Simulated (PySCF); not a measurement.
# C5H8Si: the cost of one run

Programs: PySCF 2.14.0, with density-fitted response routines of our own. Each step states its level of theory. These are calculated values for one molecule in the gas phase, unless marked as measured. Atoms count from 0, in the outputs and in this text.

## Step 1: Starting geometry

14 atoms, charge 0, multiplicity 1; geometry from: GFN2-xTB. The atoms were then displaced at random by about 0.01 Å, so the start is not that level's minimum.

Bonds of the start (Å): C0–C1 1.23, C1–C2 1.45, C2–C3 1.51, C3–C4 1.56, C4–Si5 1.92, Si5–C2 1.93, C0–H6 1.03, C2–H7 1.09, C3–H8 1.09, C3–H9 1.09, C4–H10 1.08, C4–H11 1.10, Si5–H12 1.44, Si5–H13 1.46.

## Step 2: Relaxing the molecule at PBE0-D3(BJ)/def2-SVP

What the job is given:

```
{"job": {"xc": "PBE0", "basis": "def2-SVP", "d3": "d3bj", "grid": 1, "shake": 0.01, "kind": "geom"}, "charge": 0, "multiplicity": 1}
C      2.875000    -0.760210    -0.094090
C      1.755930    -0.326350    -0.367450
C      0.415630     0.150760    -0.644940
C     -0.656090    -0.878750    -0.384380
C     -1.696260    -0.002410     0.372510
Si    -0.388930     1.383100     0.609610
H      3.826370    -1.094810     0.116110
H      0.415270     0.531760    -1.668380
H     -0.324290    -1.685720     0.268070
H     -1.092770    -1.319800    -1.285850
H     -2.544600     0.291180    -0.234150
H     -2.096200    -0.466980     1.280130
H      0.219810     1.448130     1.917800
H     -0.716030     2.715030     0.107260
```

The run is started by

```
OMP_NUM_THREADS=1 python probes_run.py task.json out
```

The driver reads the jobs from task.json and runs them one after another.

**Question.** How long does this first job take on 1 thread of Arm Neoverse N1, shared host, and how much memory does it need?

About 1.9 min, with a peak of 0.5 GiB.
